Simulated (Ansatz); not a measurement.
# RuPtSe3: a trial structure relaxed

Aim: relax RuPtSe3 from this start, cubic perovskite type (Pm-3m, No. 221), and see where it ends.

Method: DFT PBE, scalar-relativistic, plane waves, PAW, in Ansatz 0.2.0.

## 1. Starting point

Symmetry: Pm-3m, No. 221, cubic system. The conventional cell has a = 4.657 Å, b = 4.657 Å, c = 4.657 Å, α = 90.00°, β = 90.00°, γ = 90.00°. Ru (site symmetry m-3m) has 6 Se at 2.33 Å as nearest neighbours. Pt (site symmetry m-3m) has 12 Se at 3.29 Å as nearest neighbours. Se (site symmetry 4/mmm) has 2 Ru at 2.33 Å and 4 Pt at 3.29 Å as nearest neighbours.

As a file:

```xyz
5
Lattice="4.6570 0.0000 0.0000 0.0000 4.6570 0.0000 0.0000 0.0000 4.6570" Properties=species:S:1:pos:R:3 pbc="T T T"
Ru    2.3285    2.3285    2.3285
Pt    0.0000    0.0000    0.0000
Se    0.0000    2.3285    2.3285
Se    2.3285    0.0000    2.3285
Se    2.3285    2.3285    0.0000
```

## 2. Quick check of gap, pressure and forces

input.yaml reads:

```yaml
crystal:
  lattice:
    - [4.6570489081, 0.0, 0.0]
    - [0.0, 4.6570489081, 0.0]
    - [0.0, 0.0, 4.6570489081]
  atoms:
    - { symbol: Ru, position: [0.5, 0.5, 0.5], spin: 1.0 }
    - { symbol: Pt, position: [0.0, 0.0, 0.0] }
    - { symbol: Se, position: [0.0, 0.5, 0.5] }
    - { symbol: Se, position: [0.5, 0.0, 0.5] }
    - { symbol: Se, position: [0.5, 0.5, 0.0] }
basis:
  ecutwfc: 420
kpoints:
  mp_grid: { grid: [4, 4, 4] }
hamiltonian:
  xc: pbe
scf:
  occupations: { method: gaussian, width: 0.1 }
  lower_state_search: "off"
output:
  forces: true
  stress: true
  eigenvalues: true
  populations: true
magnetization:
  spin_polarized: true
```

Command:

```bash
> ansatz run input.yaml --threads 1 --pin off --max-ram 2560MiB --backend cpu --events-out ev --progress --plain --runs-dir out
```

The log of the run, shortened:

```text
Warning: RAYON_NUM_THREADS=1 ignored (pool sized by the plan → 1); use --threads N
[...]
Pseudopotentials: kind: paw
Pseudopotential: Ru, paw, valence charge 16, recommended cutoff 420 eV (normal), Ru.paw.azcp
Pseudopotential: Pt, paw, valence charge 18, recommended cutoff 420 eV (normal), Pt.paw.azcp
Pseudopotential: Se, paw, valence charge 16, recommended cutoff 420 eV (normal), Se.paw.azcp
Functional definition: PBE
[...]
Crystal: 5 atoms, lattice volume = 101.003 Å³
Basis set: ecut = 420 eV, 1935 PW (Γ), exchange–correlation on 64×64×64 points (8 copies of the dense FFT grid, shifted against one another)
Bands: 50, of which v1, the nominal top of the filled ones, is band 41 counted from 1 (40 counted from 0)
Symmetry: 48 space group operations
Space group: Pm-3m (ITA 221), of the structure as read, at distance tolerance 4.7e-5 Å
Magnetic group: BNS 221.92 (UNI 1594), of the structure as read, at distance tolerance 4.7e-5 Å
k-points: 10 of 64
[...]
Starting moments: Σ|m| = 1 μB on 1 of 5 sites
[...]
SCF iter   1: F=—  HF=-34804.753423 eV  |F-HF|=—  |Δ(HF+E_count)|=         —  Δρ=3.85e-2 (↑3.85e-2 ↓1.87e-2)  dr2=3.22e0  dr2_m=2.13e-1  M=0.476 μB ∫|m|=0.541 μB  β_m=0.30  ethr=3.10e-3  ⟨swp⟩=6.5  Hψ=3552  notcnv=0  defer=1
[...]
spin=Collinear: Kerker preconditioning applied to the charge; magnetization (m = ρ↑ − ρ↓) channel mixes plain (no charge-response kernel on spin).
[...]
spin-set hold released at iteration 8 (site moments contracting): the magnetisation degrees of freedom join the quasi-Newton model from the next iteration; the mixer history was flushed
[...]
WARN: the starting moments were not kept: the SCF closed with an absolute magnetisation of 1.8e-5 μB, where they sum to 1 μB in size (1 site). That is at most 0.1 of that sum. Measured as dr2_m measures the in/out step, that magnetisation stands 5.0e-11 eV from none, at or under the [...]
SCF converged after 19 iterations
Magnetization: 0.0000 μB (41.0000 up, 41.0000 down)
Absolute magnetization: 0.0000 μB (∫|ρ↑−ρ↓|, with the PAW one-centre terms)
Spin contamination: 0.0000 ħ² per cell (⟨S²⟩ above its minimum at these occupations)
Per-site moments (μB) at R_I (Å): [(7.550439509386577e-6, 0.9605163372956251), (3.5587106293007393e-6, 1.358375231084403), (1.1533650454501825e-6, 0.9605163372956251), (1.1533650459182184e-6, 0.9605163372956251), (1.1533650455748073e-6, 0.9605163372956251)]
Free energy (F): -34804.334654 eV
[...]
E sigma→0 (E₀):  -34804.316326 eV
Entropy (-TS):   -0.036657 eV (-7.331 meV/atom)
Fermi energy:    12.760207 eV
[...]
--- Forces (eV/Å), atoms counted from 1 ---
  atom   1  Ru     0.00000000     0.00000000     0.00000000
  atom   2  Pt    -0.00000000    -0.00000000     0.00000000
  atom   3  Se     0.00000000     0.00000000     0.00000000
  atom   4  Se    -0.00000000    -0.00000000     0.00000000
  atom   5  Se    -0.00000000     0.00000000     0.00000000
[...]
--- Stress (GPa, compression-positive) ---
        8.763573       0.000000      -0.000000
        0.000000       8.763573       0.000000
        0.000000       0.000000       8.763573
  P = ⅓ Tr σ = 8.7636 GPa (87.636 kbar)
--- Band table (eV; the first three rows and the last of 20) ---
[...]
--- Löwdin populations: 5 sites ---
  site symbol       q [e]    m [muB]
     0     Ru     15.8318     0.0000
     1     Pt     17.9439     0.0000
     2     Se     15.9878     0.0000
     3     Se     15.9878     0.0000
     4     Se     15.9878     0.0000
  spilling = 0.003183 (of n_electrons = 82.000000)
```

Wall time 5.7 s (1 thread of Intel Xeon 6975P-C (Granite Rapids), shared host); peak memory 0.46 GiB.

Per atom:

| atom | Löwdin electrons |
| --- | --- |
| Ru1 | 15.83 |
| Pt2 | 17.94 |
| Se3 | 15.99 |
| Se4 | 15.99 |
| Se5 | 15.99 |

The Löwdin counts miss 0.26 of the 82 electrons, which the atomic orbitals do not span, so they are no charges.

From the probe: pressure 8.8 GPa, largest force 0.00 eV/Å, gap on this mesh none (metal). Stress or forces are large, so a loose relaxation on a coarse mesh comes first.

## 3. A loose first relaxation

Changes to input.yaml since step 2:

```diff
@@ -6,3 +6,3 @@
   atoms:
-    - { symbol: Ru, position: [0.5, 0.5, 0.5], spin: 1.0 }
+    - { symbol: Ru, position: [0.5, 0.5, 0.5] }
     - { symbol: Pt, position: [0.0, 0.0, 0.0] }
@@ -24,4 +24,6 @@
   eigenvalues: true
-  populations: true
-magnetization:
-  spin_polarized: true
+relax:
+  adjacent_minimum: "off"
+  f_tol: 0.04
+  max_steps: 70
+  cell: { stress_tol: 0.4 }
```

Command:

```bash
> ansatz run input.yaml --threads 1 --pin off --max-ram 2560MiB --backend cpu --events-out ev --progress --plain --runs-dir out
```

The log of the run, shortened:

```text
Warning: RAYON_NUM_THREADS=1 ignored (pool sized by the plan → 1); use --threads N
[...]
[... 5 set-up lines as earlier in the session ...]
[...]
Crystal: 5 atoms, lattice volume = 101.003 Å³
Basis set: ecut = 420 eV, 1935 PW (Γ), exchange–correlation on 64×64×64 points (8 copies of the dense FFT grid, shifted against one another)
Bands: 50, of which v1, the nominal top of the filled ones, is band 41 counted from 1 (40 counted from 0)
[... 2 set-up lines as earlier in the session ...]
k-points: 10 of 64
[...]
--- Stress (GPa, compression-positive) ---
       -0.332761       0.000000      -0.000000
        0.000000      -0.332761      -0.000000
       -0.000000      -0.000000      -0.332761
  P = ⅓ Tr σ = -0.3328 GPa (-3.328 kbar)
--- Band table (eV; the first three rows and the last of 10) ---
[...]
--- Relaxed structure (2 steps of the walk, 2 accepted, 1 SCFs on fresh bases) ---
  F+E_penalty+E_count = -34804.56119980 eV   max|allowed force component| = 8.316e-30 eV/Å   (the final SCF, on the basis selected at the relaxed cell)
  cell:  # Å, volume = 110.4820 Å³
    - [4.798408486206552, 1.0271626370065257e-33, 2.8246972517679455e-33]
    - [1.0271626370065257e-33, 4.798408486206552, 0.0]
    - [2.8246972517679455e-33, 0.0, 4.798408486206552]
  atoms:
    - { symbol: Ru, position: [0.5, 0.5, 0.5] }
    - { symbol: Pt, position: [2.5915899152003317e-34, -3.308412657702552e-35, -9.925237973107655e-35] }
    - { symbol: Se, position: [-3.3359827631834063e-34, 0.5, 0.5] }
    - { symbol: Se, position: [0.5, -3.308412657702552e-35, 0.5] }
    - { symbol: Se, position: [0.5, 0.5, 3.0051414974131512e-34] }
```

Wall time 5.6 s (1 thread of Intel Xeon 6975P-C (Granite Rapids), shared host); peak memory 0.46 GiB.

The steps of the relaxation:

| step | E - E(step 1) (eV/cell) | largest force component (eV/Å) | pressure (GPa) | volume (Å³) |
| --- | --- | --- | --- | --- |
| 1 | 0.0000 | 0.0000 | 8.76 | 101.00 |
| 2 | -0.2253 | 0.0000 | -0.32 | 110.48 |
| 3 | -0.2265 | 0.0000 | -0.33 | 110.48 |

Step 1 is the start. Step 3 repeats the geometry before it on a plane-wave basis chosen anew for that cell, so its energy need not be comparable with the rows above.

|  | before | after | change |
| --- | --- | --- | --- |
| a (Å) | 4.657 | 4.798 | +3.0 % |
| b (Å) | 4.657 | 4.798 | +3.0 % |
| c (Å) | 4.657 | 4.798 | +3.0 % |
| volume (Å³/atom) | 20.20 | 22.10 | +9.4 % |
| shortest distance (Å) | 2.329 | 2.399 | +3.0 % |
| space group (0.01 Å) | Pm-3m | Pm-3m | same |

The run keeps the 48 symmetry operations of the start, so it could not have lowered the symmetry.

## 4. The relaxation

input.yaml reads:

```yaml
crystal:
  lattice:
    - [4.7984084862, 0.0, 0.0]
    - [0.0, 4.7984084862, 0.0]
    - [0.0, 0.0, 4.7984084862]
  atoms:
    - { symbol: Ru, position: [0.5, 0.5, 0.5] }
    - { symbol: Pt, position: [0.0, 0.0, 0.0] }
    - { symbol: Se, position: [0.0, 0.5, 0.5] }
    - { symbol: Se, position: [0.5, 0.0, 0.5] }
    - { symbol: Se, position: [0.5, 0.5, 0.0] }
basis:
  ecutwfc: 420
kpoints:
  mp_grid: { grid: [8, 8, 8] }
hamiltonian:
  xc: pbe
scf:
  occupations: { method: gaussian, width: 0.1 }
output:
  forces: true
  stress: true
  eigenvalues: true
relax:
  adjacent_minimum: "off"
  f_tol: 0.01
  max_steps: 80
  cell: { stress_tol: 0.05 }
```

Command:

```bash
> ansatz run input.yaml --threads 1 --pin off --max-ram 2560MiB --backend cpu --events-out ev --progress --plain --runs-dir out
```

The log of the run, shortened:

```text
Warning: RAYON_NUM_THREADS=1 ignored (pool sized by the plan → 1); use --threads N
[...]
[... 5 set-up lines as earlier in the session ...]
[...]
Crystal: 5 atoms, lattice volume = 110.482 Å³
Basis set: ecut = 420 eV, 2109 PW (Γ), exchange–correlation on 72×72×72 points (8 copies of the dense FFT grid, shifted against one another)
Bands: 50, of which v1, the nominal top of the filled ones, is band 41 counted from 1 (40 counted from 0)
[... 1 set-up line as earlier in the session ...]
Space group: Pm-3m (ITA 221), of the structure as read, at distance tolerance 4.8e-5 Å
k-points: 35 of 512
[...]
        0.000000       0.040895       0.000000
        0.000000       0.000000       0.040895
  P = ⅓ Tr σ = 0.0409 GPa (0.409 kbar)
--- Band table (eV; the first three rows and the last of 35) ---
[...]
--- Relaxed structure (2 steps of the walk, 2 accepted, 1 SCFs on fresh bases) ---
  F+E_penalty+E_count = -34804.62559546 eV   max|allowed force component| = 8.015e-29 eV/Å   (the final SCF, on the basis selected at the relaxed cell)
  cell:  # Å, volume = 109.6703 Å³
    - [4.786627301887706, 6.419766481290786e-35, -6.419766481290786e-35]
    - [6.419766481290786e-35, 4.786627301887706, 0.0]
    - [0.0, 0.0, 4.786627301887706]
  atoms:
    - { symbol: Ru, position: [0.5000000000000001, 0.5000000000000001, 0.5000000000000001] }
    - { symbol: Pt, position: [-7.358422224503304e-36, -4.024137154025244e-37, 6.271382577701679e-38] }
    - { symbol: Se, position: [1.421513384279049e-36, 0.5000000000000001, 0.5000000000000001] }
    - { symbol: Se, position: [0.5000000000000001, 2.7698606384849268e-37, 0.5000000000000001] }
    - { symbol: Se, position: [0.5000000000000001, 0.5000000000000001, -4.180921718467897e-38] }
```

Wall time 17 s (1 thread of Intel Xeon 6975P-C (Granite Rapids), shared host); peak memory 0.54 GiB.

The steps of the relaxation:

| step | energy from step 1 (eV/cell) | largest force component (eV/Å) | pressure (GPa) | volume (Å³) |
| --- | --- | --- | --- | --- |
| 1 | 0.0000 | 0.0000 | -0.57 | 110.48 |
| 2 | -0.0015 | 0.0000 | 0.04 | 109.67 |
| 3 | -0.0013 | 0.0000 | 0.04 | 109.67 |

Step 1 is the start. Step 3 repeats the geometry before it on a plane-wave basis chosen anew for that cell, so its energy need not be comparable with the rows above.

|  | before | after | change |
| --- | --- | --- | --- |
| a (Å) | 4.798 | 4.787 | -0.2 % |
| b (Å) | 4.798 | 4.787 | -0.2 % |
| c (Å) | 4.798 | 4.787 | -0.2 % |
| volume (Å³/atom) | 22.10 | 21.93 | -0.7 % |
| shortest distance (Å) | 2.399 | 2.393 | -0.2 % |
| space group (0.01 Å) | Pm-3m | Pm-3m | same |

Forces and stress were held to the start's 48 operations: a distortion of lower symmetry was not tested.

## 5. Results

Formation energies count from the elements, computed with the same settings in runs not shown here.

```
                          quantity                                                                      value
                              cell  a = 4.787 Å, b = 4.787 Å, c = 4.787 Å, α = 90.00°, β = 90.00°, γ = 90.00°
                       space group                                                            Pm-3m (No. 221)
                            volume                                                              21.93 Å³/atom
                   gap on the mesh                                                               none (metal)
formation energy from the elements                                                             +0.869 eV/atom
```

In words: The space group stayed Pm-3m, and from the first guess the volume went from 20.20 to 21.93 Å³/atom. The formation energy of +0.87 eV/atom is positive, so the elements lie lower than this structure; another structure of the compound can lie lower. Spin-orbit coupling is left out for Pt.
